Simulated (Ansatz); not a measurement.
# AlClH3NO: molecular dynamics

The plan is to follow the molecule's vibrations and see whether its bonds hold. The start is relaxed first. Runs: 300 steps of 0.25 fs under a Langevin thermostat, set from 100 K to 25 K by a schedule.

All numbers below are computed with Ansatz 0.2.0 (RKS PBE/def2-SVP).

## 1. The system as given

Bond lengths: Al1–N2 1.920 Å, N2–H3 1.060 Å, N2–H4 1.060 Å, Al1–O5 1.780 Å, O5–H6 1.010 Å, Al1–Cl7 2.230 Å. Angles: Al1–N2–H3 120.0°, Al1–N2–H4 120.0°, H3–N2–H4 120.0°, N2–Al1–O5 120.0°, N2–Al1–Cl7 120.0°, O5–Al1–Cl7 120.0°, Al1–O5–H6 109.5°.

Coordinates:

```xyz
7

Al    0.0000    0.0000    0.0000
N     0.0000    0.0000    1.9200
H    -0.8770   -0.2713    2.4500
H     0.8770    0.2713    2.4500
O     1.5415    0.0000   -0.8900
H     1.8414   -0.9519   -1.0449
Cl   -1.9312    0.0000   -1.1150
```

## 2. Preparing the start

input.yaml

```yaml
crystal:
  periodic: [false, false, false]
  atoms:
    - { symbol: Al, position_ang: [0.0, 0.0, 0.0] }
    - { symbol: "N", position_ang: [0.0, 0.0, 1.92] }
    - { symbol: H, position_ang: [-0.877, -0.2713, 2.45] }
    - { symbol: H, position_ang: [0.877, 0.2713, 2.45] }
    - { symbol: O, position_ang: [1.5415, 0.0, -0.89] }
    - { symbol: H, position_ang: [1.8414, -0.9519, -1.0449] }
    - { symbol: Cl, position_ang: [-1.9312, 0.0, -1.115] }
basis:
  gaussian: { orbitals: def2-SVP }
hamiltonian:
  xc: pbe
relax:
  f_tol: 0.02
  max_steps: 40
```

The run is started by

```
$ ansatz run input.yaml --threads 1 --pin off --max-ram 2048MiB --backend cpu --events-out ev --progress --plain --runs-dir out
```

The runs that follow: The run.

Q: Predict the outcome of this session. Wanted: relaxation of the start; temperature, first and last step; temperature, second half; potential energy, second half; bonds formed or broken.

The runs gave:

| quantity | value |
| --- | --- |
| relaxation of the start | 7 moves, 0.658 eV lower |
| length | 300 steps of 0.25 fs |
| temperature, first and last step | 86 and 75 K |
| temperature, second half | mean 65 K, from 33 to 95 K |
| potential energy, second half | +6 meV/atom from the start |
| bonds formed or broken | 0 |

**Reading.** The set-point goes from 100 to 25 K in 75 fs, and the last tenth of the run averages 78 K. Such a rate, of order 10^15 K/s, is far beyond any furnace or quench, and the atoms lag the set-point. The bonds all hold. Averages from a run of 75 fs with 7 atoms are rough. The nuclei move classically, without zero-point motion, which matters most for hydrogen.
